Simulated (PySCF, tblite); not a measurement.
# C8H13FO: geometry, infrared bands and NMR shifts

Aim: predict the infrared bands and NMR shifts of C8H13FO (`COC[C@@H]1C[C@H]2C[C@H](F)[C@@H]12`).

The runs use tblite 0.8.0 and PySCF 2.14.0, with density-fitted response routines of our own; the level of theory stands in each step. All values are computed, except where a source is named. Atoms are numbered from 0 throughout.

## (1) Starting geometry

23 atoms, charge 0, multiplicity 1; geometry from: force field or distance geometry start.

Bonds of the start (Å): C0–O1 1.38, O1–C2 1.35, C2–C3 1.52, C3–C4 1.54, C4–C5 1.48, C5–C6 1.50, C6–C7 1.51, C7–F8 1.40, C7–C9 1.48, C9–C3 1.50, C9–C5 1.51, C0–H10 1.11, C0–H11 1.11, C0–H12 1.13, C2–H13 1.11, C2–H14 1.13, C3–H15 1.09, C4–H16 1.12, C4–H17 1.11, C5–H18 1.10, C6–H19 1.09, C6–H20 1.11, C7–H21 1.10, C9–H22 1.10.

## (2) Optimising the geometry with GFN2-xTB

The job: settings as JSON, then the geometry in Å.

```
{"job": {"kind": "relax", "xc": "GFN2-xTB", "basis": "xTB"}, "charge": 0, "multiplicity": 1}
C      3.034900    -0.201700    -0.539000
O      2.467700    -0.038000     0.707400
C      1.391300     0.771900     0.761600
C      0.202800     0.353300    -0.088800
C     -0.890600     1.408300     0.137500
C     -1.854400     0.283800     0.212400
C     -2.083400    -0.456300    -1.072500
C     -1.378200    -1.624500    -0.417600
F     -2.332200    -2.443700     0.191300
C     -0.721600    -0.670800     0.505900
H      3.912400    -0.872800    -0.492700
H      3.322000     0.793600    -0.926900
H      2.231300    -0.656100    -1.190600
H      1.666200     1.792800     0.414100
H      0.959600     0.906200     1.799700
H      0.419700     0.215600    -1.151400
H     -0.996600     2.103500    -0.730000
H     -0.754200     1.902600     1.118400
H     -2.666500     0.324700     0.957800
H     -3.135800    -0.589700    -1.328100
H     -1.472900    -0.097800    -1.933800
H     -0.763400    -2.212400    -1.117000
H     -0.562800    -0.965700     1.551600
```

Launch:

```console
$ OMP_NUM_THREADS=1 python probes_run.py task.json out
```

One launch serves the whole session: the jobs run in the order shown.

**Question.** This job is followed by: GFN2-xTB harmonic vibrations, gas phase; GIAO PBE0/pcSseg-1 NMR shielding, non-relativistic, gas phase. What will the session give for the following? strongest single infrared mode (GFN2-xTB); zero-point energy (GFN2-xTB); 13C shifts against TMS (PBE0/pcSseg-1); 1H shifts against TMS (PBE0/pcSseg-1, means over atoms taken as alike); 17O shifts against H2O (PBE0/pcSseg-1); 19F shifts against CFCl3 (PBE0/pcSseg-1); surface potential, 1st and 99th percentile.

The runs gave:

| quantity | value |
| --- | --- |
| strongest single infrared mode (GFN2-xTB) | 2851 cm⁻¹, 70 km/mol |
| zero-point energy (GFN2-xTB) | 122.3 kcal/mol |
| 13C shifts against TMS (PBE0/pcSseg-1) | 97.6, 79.7, 58.6, 46.0, 40.4, 32.3, 30.0, 26.2 ppm |
| 1H shifts against TMS (PBE0/pcSseg-1, means over atoms taken as alike) | 5.19, 3.69, 3.45, 3.40, 2.80, 2.74, 2.43, 2.34, 2.33, 1.74, 1.69 ppm |
| 17O shifts against H2O (PBE0/pcSseg-1) | 20.2 ppm |
| 19F shifts against CFCl3 (PBE0/pcSseg-1) | -191.3 ppm |
| surface potential, 1st and 99th percentile | -1.41 V and 0.78 V |

In words: The optimisation took 127 steps and gained 1.146 eV; among the close pairs (by a distance rule), O1–C2 changed most, from 1.348 to 1.407 Å. No mode is imaginary among the 63: a minimum at this level. The strongest single mode, at 2851 cm⁻¹, moves mainly H13. GFN2-xTB is a fitted tight-binding method: band positions and strengths are rough. Its intensities can rank the bands wrongly. The most deshielded carbon is C7 (sp3 CH bonded to F), at 97.6 ppm: deshielded by the electronegative neighbour. H21 (hydrogen on an sp3 CH bonded to F) lies farthest downfield among hydrogen, at 5.19 ppm; its carbon carries F, an electronegative neighbour.
